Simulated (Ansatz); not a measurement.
# GaSiH3 (singlet): wave-function methods side by side, cc-pVDZ

Aim: climb from Hartree-Fock through coupled cluster for GaSiH3 (singlet) at one geometry and basis, and see what each rung misses.

Method: cc-pVDZ, core rule «outside noble gas», up to 19 orbitals frozen; program: Ansatz 0.2.0, Gaussian basis.

Plan: UHF; CCSD(T) on RHF; CCSD(T) on UHF; BCCD(T) on RHF; CISD; CCSDT(Q) on RHF; CCSDT(Q) on UHF.

17 further runs of the same task are left out: 1 for a known fault of the program, 7 that didn't finish, 9 set aside as unsound or not needed.

## 1. The geometry

The geometry is a PBE0/def2-TZVP stationary point (not a proven minimum). No spin-orbit coupling is included. The filled d shell of Ga may be among the frozen orbitals whatever the setting's name suggests; the logs give the count.

5 atoms, charge 0, spin multiplicity 1.

Atoms are counted from 1 here; the program's logs count them from 0.

Bond lengths: Si1–Ga2 2.530 Å, Si1–H3 1.527 Å, Ga2–H4 1.582 Å, Ga2–H5 1.583 Å. Angles: Ga2–Si1–H3 91.5°, Si1–Ga2–H4 124.5°, Si1–Ga2–H5 119.7°, H4–Ga2–H5 115.8°.

As a file:

```
Si    0.0000   -0.0915    1.8145
Ga    0.0000    0.0157   -0.7137
H     0.0000    1.4316    1.9200
H     0.0000    1.3565   -1.5538
H     0.0000   -1.3247   -1.5560
```

## 2. UHF

in.yaml reads:

```yaml
crystal:
  periodic: [false, false, false]
  atoms:
    - {symbol: Si, position_ang: [0.000000, -0.091539, 1.814482]}
    - {symbol: Ga, position_ang: [0.000000, 0.015718, -0.713702]}
    - {symbol: H, position_ang: [0.000000, 1.431644, 1.919982]}
    - {symbol: H, position_ang: [0.000000, 1.356491, -1.553803]}
    - {symbol: H, position_ang: [0.000000, -1.324715, -1.555955]}
basis:
  gaussian: {orbitals: cc-pVDZ}
magnetization: {spin_polarized: true, initial_magnetization: 0}
hamiltonian: {xc: hf}
output: {orbitals: {seedname: orbitals}}
```

Started as:

```bash
> ansatz run in.yaml --threads 1 --pin off --events-out ev --progress --plain --max-ram 2393MiB
```

Further steps of the session: CCSD(T) on RHF; CCSD(T) on UHF; BCCD(T) on RHF; CISD; CCSDT(Q) on RHF; CCSDT(Q) on UHF.

Before running them: what should the planned runs give, taken together? Wanted: RCCSDT(Q) below the RHF energy; RMP2 from RCCSDT(Q); UMP2 from RCCSDT(Q); RCCSD from RCCSDT(Q); RCCSD(T) from RCCSDT(Q); UCCSD(T) from RCCSDT(Q); UCCSDT(Q) from RCCSDT(Q); T1 diagnostic.

**Answer**, as computed:

| quantity | value |
| --- | --- |
| RCCSDT(Q) below the RHF energy | -5.2411 eV |
| RMP2 from RCCSDT(Q) | +1319.1 meV |
| UMP2 from RCCSDT(Q) | +1382.7 meV |
| RCCSD from RCCSDT(Q) | +159.2 meV |
| RCCSD(T) from RCCSDT(Q) | +37.4 meV |
| UCCSD(T) from RCCSDT(Q) | +56.6 meV |
| UCCSDT(Q) from RCCSDT(Q) | +1.4 meV |
| levels within 1 kcal/mol (43 meV) | RCCSD(T), BCCD(T), RCCSDT, UCCSDT, UCCSDT(Q) |
| T1 diagnostic | 0.013 |

RCCSD(T) misses by +37.4 meV, 0.7 % of the correlation energy. These misses are within one basis, not against nature.
